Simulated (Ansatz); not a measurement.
# Cl2FH3Si2: ladder of methods at one geometry

A script is to give a ladder of methods at one geometry; the system is Cl2FH3Si2.

Computed with Ansatz 0.2.0, driven from Python. The levels of theory stand in the script.

**1. Starting point**

Bond lengths: F1–Si2 1.621 Å, Si2–Si3 2.272 Å, Si2–Cl4 1.973 Å, Si2–Cl5 2.048 Å, Si3–H6 1.502 Å, Si3–H7 1.547 Å, Si3–H8 1.462 Å. Angles: F1–Si2–Si3 109.4°, F1–Si2–Cl4 110.7°, F1–Si2–Cl5 109.2°, Si3–Si2–Cl4 110.9°, Si3–Si2–Cl5 112.0°, Cl4–Si2–Cl5 104.6°, Si2–Si3–H6 112.4°, Si2–Si3–H7 112.2°, Si2–Si3–H8 114.0°, H6–Si3–H7 104.9°, H6–Si3–H8 108.1°, H7–Si3–H8 104.5°.

No structure file is read: the coordinates are typed or built in the script.

**2. The code**

Input file run_methods.py:

```python
"""One geometry of Cl2FH3Si2, method by method."""

from pathlib import Path

import ansatz as az
from ase import Atoms
import numpy as np

atoms = Atoms(["F", "Si", "Si", "Cl", "Cl", "H", "H", "H"], positions=[
    (-0.2079, -0.2551, -2.2631),
    (-0.5594, 0.4409, -0.8415),
    (0.6173, -0.5827, 0.8107),
    (-2.4974, 0.3529, -0.4821),
    (-0.1434, 2.4435, -0.9512),
    (0.3736, 0.0373, 2.1569),
    (2.1453, -0.4753, 0.5944),
    (0.3641, -2.0186, 0.9201),
])
molecule = az.Crystal.molecule_from_ase(atoms)

model = molecule.calculation().basis(gaussian="cc-pVDZ")

print("functional    E (Ha)        dipole (D)   HOMO (eV)  LUMO (eV)")
for name in ["r2scan0", "pbe", "b3lyp", "lda", "hf"]:
    r = model.functional(name).forces().orbitals().run(threads=1, runs_dir="runs").report
    lines = Path(r["orbitals_path"]).read_text().splitlines()
    field_of = lambda key: [line.split("=")[1].strip() for line in lines if line.startswith(key)]
    orbitals = [(27.211386 * float(e), s, float(n)) for e, s, n in zip(field_of("Ene="), field_of("Spin="), field_of("Occup="))]
    homo = max(e for e, _, n in orbitals if n > 0.5)
    lumo = min(e for e, _, n in orbitals if n < 0.5)
    dipole = 4.803205 * np.linalg.norm(r["charge_distribution"]["dipole_moment_e_ang"])
    print(f"{name:10s} {r['free_energy_ev'] / 27.211386246:14.6f} {dipole:9.3f} {homo:11.3f} {lumo:10.3f}")
```

**3. The calls as engine input**

The package turns the script's settings into the engine's input (first run):

```yaml
crystal:
  periodic: [false, false, false]
  atoms:
    - { symbol: F, position_ang: [-0.2079, -0.2551, -2.2631] }
    - { symbol: Si, position_ang: [-0.5594, 0.4409, -0.8415] }
    - { symbol: Si, position_ang: [0.6173, -0.5827, 0.8107] }
    - { symbol: Cl, position_ang: [-2.4974, 0.3529, -0.4821] }
    - { symbol: Cl, position_ang: [-0.1434, 2.4435, -0.9512] }
    - { symbol: H, position_ang: [0.3736, 0.0373, 2.1569] }
    - { symbol: H, position_ang: [2.1453, -0.4753, 0.5944] }
    - { symbol: H, position_ang: [0.3641, -2.0186, 0.9201] }
basis:
  gaussian:
    orbitals: cc-pVDZ
hamiltonian:
  xc: r2scan0
output:
  orbitals: {}
  forces: true
```

**4. Launch**

The run is started by

```
$ python run_methods.py
```

The program printed:

```text
functional    E (Ha)        dipole (D)   HOMO (eV)  LUMO (eV)
r2scan0      -1601.008832     1.426      -9.211     -0.363
pbe          -1600.405537     1.226      -7.665     -1.254
b3lyp        -1601.247078     1.324      -8.710     -0.553
lda          -1595.225988     1.321      -7.746     -1.421
hf           -1598.209103     1.558     -11.990      2.921
```

Wall time 23 s (1 thread of Arm Neoverse V2, shared host); peak memory 0.33 GiB.

**5. What changed from run to run**

The engine's inputs for some of the other runs:

Run 2, against run 1:

```diff
@@ -16 +16 @@
-  xc: r2scan0
+  xc: pbe
```

Run 3, against run 1:

```diff
@@ -16 +16 @@
-  xc: r2scan0
+  xc: b3lyp
```

Run 4, against run 1:

```diff
@@ -16 +16 @@
-  xc: r2scan0
+  xc: lda
```

Lines on the test bed's own set-up are left out of the output.

**6. The engine's runs**

One row for each of the 5 runs:

| run | functional | energy (eV) | SCF cycles | CPU time (s) |
| --- | --- | --- | --- | --- |
| 1 | r2scan0 | -43565.6697 | 17 | 9.9 |
| 2 | pbe | -43549.2532 | 16 | 3.3 |
| 3 | b3lyp | -43572.1527 | 17 | 5.3 |
| 4 | lda | -43408.3105 | 16 | 2.1 |
| 5 | hf | -43489.4852 | 12 | 2.2 |

Totals hang on method, basis and potentials, so only like runs compare.

The fields below are those of run 1.

**7. Pictures from the orbitals**

The fields below are evaluated on a grid from the run's orbitals.

Frontier orbitals at r2SCAN0/cc-pVDZ, with the share of their density that lies nearest to each atom:

| orbital | energy (eV) | lies on |
| --- | --- | --- |
| HOMO-1 | -9.69 | Cl5 58 %; Cl4 34 % |
| HOMO | -9.21 | Si2, Si3 about 20 % each; Cl4, Cl5 about 20 % each; H7 7 % |
| LUMO | -0.36 | Si2 30 %; Si3 18 %; H8 14 % |

ELF in a plane through or near 2 of the atoms.

Values, 10 rows by 14 columns:
```
0.00 0.00 0.00 0.00 0.00 0.00 0.00 0.00 0.00 0.00 0.00 0.00 0.00 0.00
0.00 0.00 0.00 0.00 0.00 0.00 0.00 0.00 0.10 0.23 0.22 0.08 0.01 0.00
0.00 0.00 0.02 0.52 0.80 0.41 0.01 0.02 0.52 0.78 0.82 0.57 0.21 0.00
0.00 0.01 0.38 0.99 1.00 0.94 0.13 0.05 0.47 0.78 0.83 0.75 0.40 0.01
0.00 0.01 0.15 0.82 0.95 0.39 0.63 0.79 0.20 0.41 0.59 0.36 0.15 0.00
0.00 0.00 0.04 0.38 0.33 0.79 0.51 0.89 0.73 0.44 0.24 0.06 0.01 0.00
0.00 0.01 0.34 0.98 1.00 0.92 0.37 0.33 0.41 0.74 0.71 0.56 0.25 0.00
0.00 0.00 0.20 0.93 0.99 0.82 0.04 0.03 0.48 0.78 0.83 0.64 0.26 0.00
0.00 0.00 0.00 0.04 0.12 0.04 0.00 0.01 0.26 0.48 0.47 0.22 0.03 0.00
0.00 0.00 0.00 0.00 0.00 0.00 0.00 0.00 0.00 0.01 0.01 0.00 0.00 0.00
```
The map spans 9.1 Å across and 8.4 Å up, centred on the molecule. Atoms in the plane (x, y in Å): Si2 (1.1, 0.0), Si3 (-1.2, 0.0).

On the surface of density 0.002 e/bohr³ the electrostatic potential runs, from the 1st to the 99th percentile, from -0.71 V near F1 to 1.46 V near Si2.

**8. What came out**

| quantity | value |
| --- | --- |
| runs compared | 5 |
| HOMO-LUMO gap of the mean field (r2SCAN0/cc-pVDZ) | 8.85 eV |

What this shows: All 5 runs converged (12 to 17 cycles). Caveats:
- The geometry is a force-field or estimated start, not a minimum of this method, and the basis set is short of its limit. A lower total doesn't mark the better method: functionals have no common bound, and MP2 and coupled cluster aren't variational.
- b3lyp holds the VWN-RPA fit, as in Gaussian; the form of ORCA and Turbomole is b3lyp5.
- Levels such as HOMO and LUMO are orbital energies: with these approximate functionals they aren't the ionisation energy and electron affinity, and their gap isn't the fundamental gap.
- For Al to Cl the sets with a tight d function, cc-pV(X+d)Z, are usual.
